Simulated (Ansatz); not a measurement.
# Be3: energies up the ladder

The task, for Be3: energies up the ladder.

Computed with Ansatz 0.2.0 (the levels named in each step, unless a step's input says otherwise).

**1. The system as given**

Bond lengths: Be1–Be2 1.728 Å, Be1–Be3 1.957 Å, Be2–Be3 1.808 Å. Angles: Be1–Be2–Be3 67.1°, Be2–Be1–Be3 58.4°, Be1–Be3–Be2 54.5°.

Coordinates:

```xyz
3

Be   -0.8631   -0.6363   -0.0329
Be   -0.2039    0.9609   -0.0080
Be    1.0671   -0.3246    0.0409
```

**2. A rough first relaxation, PBE-D4/def2-SVPD**

input.yaml reads:

```yaml
crystal:
  periodic: [false, false, false]
  atoms:
    - { symbol: Be, position_ang: [-0.86311, -0.63629, -0.0329] }
    - { symbol: Be, position_ang: [-0.20394, 0.96091, -0.00798] }
    - { symbol: Be, position_ang: [1.06706, -0.32462, 0.04088] }
basis:
  gaussian: { orbitals: def2-SVPD }
hamiltonian:
  xc: pbe
  dispersion: d4
relax:
  f_tol: 0.03
  max_steps: 200
```

The run is started by

```sh
$ ansatz run input.yaml --threads 2 --pin off --max-ram 5120MiB --backend cpu --events-out ev --progress --plain --runs-dir out
```

Further steps of the session: Relaxation, PBE0-D4/def2-TZVPPD; Frequencies, PBE0-D4/def2-TZVPPD; Single point, PBE-D4/def2-TZVPPD; Single point, r2SCAN-D4/def2-TZVPPD; Single point, B3LYP-D4/def2-TZVPPD; Single point, wB97M-V/def2-TZVPPD; Single point, B2PLYP/def2-TZVPPD; Single point, LDA/def2-TZVPPD; Single point, PBE0-D4/def2-SVPD; Single point, PBE-D4/def2-SVPD; Single point, CCSD(T)/def2-TZVPPD; Single point, CCSD(T)/def2-QZVPPD.

Before running it: what results should come out? Wanted: Be1–Be2 at PBE0-D4/def2-TZVPPD; Be1–Be3 at PBE0-D4/def2-TZVPPD; Be2–Be3 at PBE0-D4/def2-TZVPPD; frequencies at PBE0-D4/def2-TZVPPD; energy at CCSD(T)/CBS.

**Answer**, as computed:

| quantity | value |
| --- | --- |
| Be1–Be2 at PBE0-D4/def2-TZVPPD | 2.192 Å |
| Be1–Be3 at PBE0-D4/def2-TZVPPD | 2.192 Å |
| Be2–Be3 at PBE0-D4/def2-TZVPPD | 2.192 Å |
| frequencies at PBE0-D4/def2-TZVPPD | 463 to 523 cm⁻¹ |
| energy at CCSD(T)/CBS | -1197.914 eV |

**Reading.** No mode is imaginary, so the geometry is a minimum. These totals serve in differences with atoms or fragments at the same level; alone they don't rank the methods. A T1 diagnostic of 0.031 (charge +0) lies over the usual mark for one of the runs, a hint of some multireference character there.
